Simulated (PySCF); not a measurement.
# C3HN3O3Sn (SnH(NCO)3): the cost of one run

Computed with PySCF 2.14.0 and routines of our own; the level stands in each step. Atoms count from 0.

## 1. The system as given

11 atoms, charge 0, multiplicity 1; geometry from: GFN2-xTB.

## 2. Optimising the geometry at PBE0-D3(BJ)/def2-SVP

What the job is given:

```
{"job": {"xc": "PBE0", "basis": "def2-SVP", "d3": "d3bj", "grid": 1, "maxiter": 30, "shake": 0.03, "kind": "geom"}, "charge": 0, "multiplicity": 1}
Sn     0.104110    -0.062390     1.032200
H      0.084630     0.027540     2.641650
N      1.796820    -0.023140     0.258890
C      2.834460    -0.011520    -0.534910
O      3.624340    -0.042920    -1.274870
N     -0.896040     1.620710     0.346510
C     -1.339910     2.347120    -0.441130
O     -1.810590     3.138430    -1.159610
N     -0.920660    -1.564750     0.467000
C     -1.426620    -2.361540    -0.318320
O     -1.952480    -3.153030    -0.986530
```

Started as:

```
> OMP_NUM_THREADS=1 python heavy_run.py task.json out
```

This one command runs all jobs of the session in turn.

**Question.** How long does this first job take on 1 thread of Arm Neoverse V1, shared host, and how much memory does it need?

About 2.8 min, with a peak of 0.62 GiB.
